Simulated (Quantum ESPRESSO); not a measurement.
A calculation with Quantum ESPRESSO 7.5 of SnN2F2 (native input, structure typed inline):

Contents of pw.in:

```
&CONTROL
  calculation = 'scf'
  prefix = 'pwscf'
  outdir = './tmp'
  pseudo_dir = './pseudo'
  tprnfor = .true.
  tstress = .true.
  disk_io = 'low'
/
&SYSTEM
  ibrav = 0
  nat = 5
  ntyp = 3
  ecutwfc = 60
  ecutrho = 480
  nbnd = 27
  occupations = 'smearing'
  smearing = 'fd'
  degauss = 0.00367493
/
&ELECTRONS
  conv_thr = 1d-09
  electron_maxstep = 120
  mixing_beta = 0.5
/
ATOMIC_SPECIES
Sn   118.7100 Sn_pbe_v1.uspp.F.UPF
F     18.9984 f_pbe_v1.4.uspp.F.UPF
N     14.0070 N.pbe-n-radius_5.UPF
CELL_PARAMETERS angstrom
   4.3970390000   -2.6470130000    0.0000000000
   4.3970390000    2.6470130000    0.0000000000
  -1.2529480000    0.0000000000    3.5211200000
ATOMIC_POSITIONS crystal
Sn     0.0000000000    0.0000000000    0.0000000000
F      0.1723560000    0.1723560000    0.6365290000
F      0.8276440000    0.8276440000    0.3634710000
N      0.4619940000    0.4619940000    0.0939310000
N      0.5380060000    0.5380060000    0.9060690000
K_POINTS automatic
6 6 8 0 0 0
```

The input pp_density.in:

```
&INPUTPP
  prefix = 'pwscf'
  outdir = './tmp'
  filplot = 'density.dat'
  plot_num = 0
/
&PLOT
  nfile = 1
  filepp(1) = 'density.dat'
  iflag = 3
  output_format = 6
  fileout = 'density.cube'
/
```

File pp_potential.in:

```
&INPUTPP
  prefix = 'pwscf'
  outdir = './tmp'
  filplot = 'potential.dat'
  plot_num = 11
/
&PLOT
  nfile = 1
  filepp(1) = 'potential.dat'
  iflag = 3
  output_format = 6
  fileout = 'potential.cube'
/
```

Potentials or basis: SSSP 1.3 efficiency PBE.

Run with:

```console
$ OMP_NUM_THREADS=1 pw.x -in pw.in > pw.out
$ OMP_NUM_THREADS=1 pp.x -in pp_density.in > pp_density.out
$ OMP_NUM_THREADS=1 pp.x -in pp_potential.in > pp_potential.out
```

The cell comes from a database or a generator and needn't be the stable form of this composition.

Write the same calculation in another form: ASE script, Cartesian positions.

As run:

File run.py:

```python
import numpy as np
from ase.calculators.espresso import Espresso, EspressoProfile
from ase.io import read

atoms = read('SnN2F2.xyz')

input_data = {
    'control': {'calculation': 'scf', 'prefix': 'pwscf', 'outdir': './tmp', 'tprnfor': True, 'tstress': True, 'disk_io': 'nowf'},
    'system': {'ecutwfc': 60.0, 'ecutrho': 480.0, 'nbnd': 27, 'occupations': 'smearing', 'smearing': 'fd', 'degauss': 0.00367493},
    'electrons': {'conv_thr': 1e-09, 'electron_maxstep': 120, 'mixing_beta': 0.5},
}
pseudopotentials = {'F': 'f_pbe_v1.4.uspp.F.UPF', 'N': 'N.pbe-n-radius_5.UPF', 'Sn': 'Sn_pbe_v1.uspp.F.UPF'}
profile = EspressoProfile(command='pw.x', pseudo_dir='pseudo')
dft = Espresso(profile=profile, input_data=input_data, pseudopotentials=pseudopotentials, kpts=(6, 6, 8), koffset=(0, 0, 0))
atoms.calc = dft

print(f'energy {atoms.get_potential_energy():.8f} eV')
print('forces (eV/A)')
print(np.round(atoms.get_forces(), 6))
print('stress (eV/A^3, Voigt)')
print(np.round(atoms.get_stress(), 8))
print(f'Fermi level {dft.get_fermi_level():.4f} eV')
```

Contents of SnN2F2.xyz:

```xyz
5
Lattice="4.3970390000 -2.6470130000 0.0000000000 4.3970390000 2.6470130000 0.0000000000 -1.2529480000 0.0000000000 3.5211200000" Properties=species:S:1:pos:R:3 pbc="T T T"
Sn     0.0000000000      0.0000000000      0.0000000000
F      0.7181743703      0.0000000000      2.2412949925
F      6.8229556297      0.0000000000      1.2798250075
N      3.9451206129      0.0000000000      0.3307423227
N      3.5960093871      0.0000000000      3.1903776773
```

Potentials or basis: SSSP 1.3 efficiency PBE.

Command:

```sh
$ OMP_NUM_THREADS=1 python run.py
```

Both were run:

|  | native input, structure typed inline | ASE script, Cartesian positions |
| --- | --- | --- |
| Pressure | 5.5 GPa | 5.5 GPa |
| Largest force | 1.245 eV/Å | 1.245 eV/Å |
| Band gap on the k mesh | 0.96 eV, direct | 0.96 eV, direct |

Keys that steer only the numerical path or the files written may differ.

Caveat: spin-orbit coupling is left out, which moves the levels of the heavy elements; forces of over 1 eV/Å show positions far from the minimum, so gaps and moduli don't describe the material at rest.
